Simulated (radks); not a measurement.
**O⁻ held by a Watson sphere**

Aim: the size and levels of O⁻ inside a shell of charge +1 and radius R, which stands for the Madelung well of a crystal, for several R.

The numbers are computed with radks (a radial shooting solver on a logarithmic mesh, Libxc functionals) version 1 (non-relativistic Kohn-Sham, PBEsol, spin-polarised, spherical densities, point nucleus; open shells are filled with parallel spins first), except any that are marked as measured or tabulated.

## (1) What is computed

| Item | Value |
| --- | --- |
| element | oxygen (Z = 8) |
| charge | -1 |
| electrons | 9 |
| configuration | [He] 2s2 2p5 |

The outer shells:

O⁻
```
[He] core
2s [↑↓]
2p [↑↓][↑↓][↑ ]
```

## (2) R = 1.58 bohr

Input:

```text
Z 8
configuration [He] 2s2 2p5
relativity non-relativistic
functional pbe_sol,pbe_sol
spin polarised
nucleus point
watson charge 1 radius 1.58 bohr
response adiabatic LDA kernel
```

## (3) R = 1.59 bohr

Settings, as their differences from step 2:

```diff
@@ -6,3 +6,3 @@
 nucleus point
-watson charge 1 radius 1.58 bohr
+watson charge 1 radius 1.59 bohr
 response adiabatic LDA kernel
```

## (4) R = 1.66 bohr

Settings, as their differences from step 3:

```diff
@@ -6,3 +6,3 @@
 nucleus point
-watson charge 1 radius 1.59 bohr
+watson charge 1 radius 1.66 bohr
 response adiabatic LDA kernel
```

## (5) R = 2.06 bohr

Settings, as their differences from step 4:

```diff
@@ -6,3 +6,3 @@
 nucleus point
-watson charge 1 radius 1.66 bohr
+watson charge 1 radius 2.06 bohr
 response adiabatic LDA kernel
```

## (6) R = 2.35 bohr

Settings, as their differences from step 5:

```diff
@@ -6,3 +6,3 @@
 nucleus point
-watson charge 1 radius 2.06 bohr
+watson charge 1 radius 2.35 bohr
 response adiabatic LDA kernel
```

## (7) R = 2.66 bohr

Settings, as their differences from step 6:

```diff
@@ -6,3 +6,3 @@
 nucleus point
-watson charge 1 radius 2.35 bohr
+watson charge 1 radius 2.66 bohr
 response adiabatic LDA kernel
```

## (8) R = 3.3 bohr

Settings, as their differences from step 7:

```diff
@@ -6,3 +6,3 @@
 nucleus point
-watson charge 1 radius 2.66 bohr
+watson charge 1 radius 3.3 bohr
 response adiabatic LDA kernel
```

## (9) R = 3.67 bohr

Settings, as their differences from step 8:

```diff
@@ -6,3 +6,3 @@
 nucleus point
-watson charge 1 radius 3.3 bohr
+watson charge 1 radius 3.67 bohr
 response adiabatic LDA kernel
```

**Question.** What will these runs give? Wanted: for each run, R; highest level; its <r>; sum of <r²>; α.

The runs gave:

```
R (bohr)  highest level (eV)  its <r> (bohr)  sum of <r²> (bohr²)  α (bohr³)
    1.58              -8.274           1.361                15.22      7.993
    1.59              -8.249           1.363                15.25      8.042
    1.66              -8.072           1.374                15.48      8.390
    2.06              -7.086           1.431                16.65      10.62
    2.35              -6.422           1.466                17.38      12.47
    2.66              -5.776           1.500                18.08      14.65
     3.3              -4.647           1.557                19.28      19.74
    3.67              -4.108           1.585                19.86      23.04
```

What this shows: From R = 1.58 to 3.67 bohr the top level moves from -8.274 to -4.108 eV and its mean radius from 1.36 to 1.59 bohr. A wider sphere makes a shallower well, so the ion swells. The polarisability goes from 7.99 to 23.0 bohr³. Response by self-consistent Sternheimer equations with the Hartree and adiabatic LDA kernel. The sphere does not respond.
